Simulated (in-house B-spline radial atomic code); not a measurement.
**Eu: ionisation energy by several methods**

An exercise on one series of results from a longer session: the logs are not shown, and one member is left open.

The numbers are computed with in-house B-spline radial atomic code version 1 (scalar-relativistic (X2C), several functionals, spin-polarised; spherical all-electron atom at the radial basis limit), except any that are marked as measured or tabulated.

## What is computed

- element: europium (Z = 63)
- charge: 0
- electrons: 63
- configuration: [Xe] 4f7 6s2
- nucleus: Fermi, rms radius 5.112 fm

The outer shells:

[Xe] 4f7 6s2
```
[Xe] core
4f [↑ ][↑ ][↑ ][↑ ][↑ ][↑ ][↑ ]
6s [↑↓]
```

Where spins are not typed, each open shell is filled with up spins first.

The first run:

Input settings:

```ini
Z = 63
electrons = 63.0
configuration = [Xe] 4f7 6s2
hamiltonian = x2c
method = b88,p86
spin_polarised = True
nucleus = fermi
rms_radius = 5.1115
mass_number = 153
atomic_mass = 152.921236789
speed_of_light = 137.035999084
```

Among the steps run: BP86, a GGA; AM05, a GGA; OLYP, a GGA; Hartree-Fock; SCAN, a meta-GGA; B97-1, a global hybrid.

One of the session's tables, all rows but one given; the rest of the session is left out.

| method | ΔSCF (eV) |
| --- | --- |
| BP86 | 5.754 |
| AM05 | 5.528 |
| OLYP | 5.435 |
| SCAN | ? |
| B97-1 | 5.767 |
| Hartree-Fock | 4.629 |

Q: Estimate the row for SCAN from the others.

**Answer.** ΔSCF (eV): 5.236. In the column «ΔSCF (eV)» it lies between Hartree-Fock (4.629) and OLYP (5.435).
